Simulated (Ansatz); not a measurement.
# GaH5S: the cost of one run

All numbers below are computed with Ansatz 0.2.0 (RKS PBE0-D4/def2-SVP).

1 further run of the same task is left out (it didn't finish).

## Step 1: Starting point

Bond lengths: Ga1–H3 1.570 Å, Ga1–H4 1.570 Å, Ga1–S5 2.570 Å, S5–H6 1.400 Å. Angles: H3–Ga1–H4 120.0°, H3–Ga1–S5 97.0°, H4–Ga1–S5 101.2°, Ga1–S5–H6 109.5°.

As a file:

```xyz
7

Ga    0.0000    0.0000    0.0000
H     0.0000    0.0000    1.9200
H     1.3596    0.0000   -0.7850
H    -1.3596    0.0000   -0.7850
S     0.1074   -2.4365    0.8104
H    -0.6501   -3.2469   -0.0437
H     0.0433   -0.9815    1.9671
```

## Step 2: Pulling towards end A

Springs on the bonds that form and break draw the guess towards this end; the thresholds are loose.

File input.yaml:

```yaml
crystal:
  periodic: [false, false, false]
  atoms:
    - { symbol: Ga, position_ang: [0.0, 0.0, 0.0] }
    - { symbol: H, position_ang: [0.0, 0.0, 1.92] }
    - { symbol: H, position_ang: [1.3596, 0.0, -0.785] }
    - { symbol: H, position_ang: [-1.3596, 0.0, -0.785] }
    - { symbol: S, position_ang: [0.1074, -2.4365, 0.8104] }
    - { symbol: H, position_ang: [-0.6501, -3.2469, -0.0437] }
    - { symbol: H, position_ang: [0.0433, -0.9815, 1.9671] }
basis:
  gaussian: { orbitals: def2-SVP }
hamiltonian:
  xc: pbe0
  dispersion: d4
relax:
  f_tol: 0.15
  max_steps: 25
  restrain:
    - { distance: [0, 4], at: 3.47, k: 30.0 }
    - { distance: [6, 1], at: 1.86, k: 30.0 }
    - { distance: [0, 1], at: 1.57, k: 30.0 }
    - { distance: [6, 4], at: 1.4, k: 30.0 }
```

Started as:

```
ansatz run input.yaml --threads 2 --pin off --max-ram 3072MiB --backend cpu --events-out ev --progress --plain --runs-dir out
```

What time and memory should one allow on 2 threads of Arm Neoverse V1, shared host?

About 13 s, with a peak of 0.17 GiB.
